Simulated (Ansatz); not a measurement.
**F2H3NSSi: search for a transition state**

Is there a first-order saddle for this 1,2-elimination, which should form S2–H4 and break Si1–S2, N3–H4, and which two structures does it connect?

The runs use Ansatz 0.2.0, Gaussian basis; PBE0-D4, def2-SVP first, then def2-TZVP.

21 further runs of the same task are left out: 21 set aside as unsound or not needed.

## Step 1: The system as given

The guess: 8 atoms, charge 0, spin multiplicity 1.

Atoms are counted from 1 here; the program's logs count them from 0.

Bond lengths: Si1–N3 1.649 Å, Si1–F5 1.593 Å, Si1–F6 1.591 Å, S2–H7 1.327 Å, N3–H8 1.008 Å. Angles: N3–Si1–F5 124.8°, N3–Si1–F6 129.4°, F5–Si1–F6 99.1°, Si1–N3–H8 132.3°.

Coordinates:

```xyz
8
charge 0, multiplicity 1
Si   -0.0850   -0.1957    0.8386
S     1.1632    1.2568   -0.8012
N    -1.0772   -0.3484   -0.4699
H    -0.4050    0.5063   -1.2510
F     0.9037   -1.3271    1.3669
F    -0.3271    0.5832    2.2047
H     1.8388    0.2363   -1.3137
H    -2.0113   -0.7115   -0.5743
```

Distances that are to change: S2–H4 1.80 Å, Si1–S2 2.52 Å, N3–H4 1.34 Å.

## Step 2: Constrained relaxation of the guess

Contents of hold/in.yaml:

```yaml
crystal:
  periodic: [false, false, false]
  atoms:
    - {symbol: Si, position_ang: [-0.085000, -0.195700, 0.838600]}
    - {symbol: S, position_ang: [1.163200, 1.256800, -0.801200]}
    - {symbol: N, position_ang: [-1.077200, -0.348400, -0.469900]}
    - {symbol: H, position_ang: [-0.405000, 0.506300, -1.251000]}
    - {symbol: F, position_ang: [0.903700, -1.327100, 1.366900]}
    - {symbol: F, position_ang: [-0.327100, 0.583200, 2.204700]}
    - {symbol: H, position_ang: [1.838800, 0.236300, -1.313700]}
    - {symbol: H, position_ang: [-2.011300, -0.711500, -0.574300]}
basis:
  gaussian: {orbitals: def2-SVP}
hamiltonian: {xc: pbe0, dispersion: d4}
relax: {f_tol: 0.08, max_steps: 120, escape_saddle: false, constraints: [{distance: [1, 3]}, {distance: [0, 1]}, {distance: [2, 3]}]}
```

No record of the launch command was kept for these runs.

Further steps of the session: Force constants to start from; Saddle search in the small basis; Saddle search in triple zeta; Checking the order of the point; Relaxing after a step of 0.30 Å one way along the mode; Relaxing after a step of 0.30 Å the other way along the mode.

Before running it: what results should come out? Wanted: imaginary mode; barrier from the start side; barrier from the end side; energy of the step; pairs that change; zero-point energy at the saddle.

**Answer**, as computed:

| quantity | value |
| --- | --- |
| imaginary mode | 206i cm⁻¹ |
| barrier from the start side | 67.0 kcal/mol |
| barrier from the end side | 0.9 kcal/mol |
| energy of the step | +66.1 kcal/mol |
| pairs that change | S2–H4 formed, Si1–S2 loosened, N3–H4 broken |
| zero-point energy at the saddle | 1.027 eV |

What this shows: The point has a single imaginary mode (206i cm⁻¹), as a transition state must. The two relaxations end on the structures that were planned. A bond meant to break is only loosened at the end: the products stay bound as an adduct. At PBE0-D4/def2-TZVP the electronic barrier is 67.0 kcal/mol, about 113 kT at 298 K, and the step runs 66.1 kcal/mol uphill. A step off the saddle overshot and began above it in energy, so the link to its end is likely but not proven.
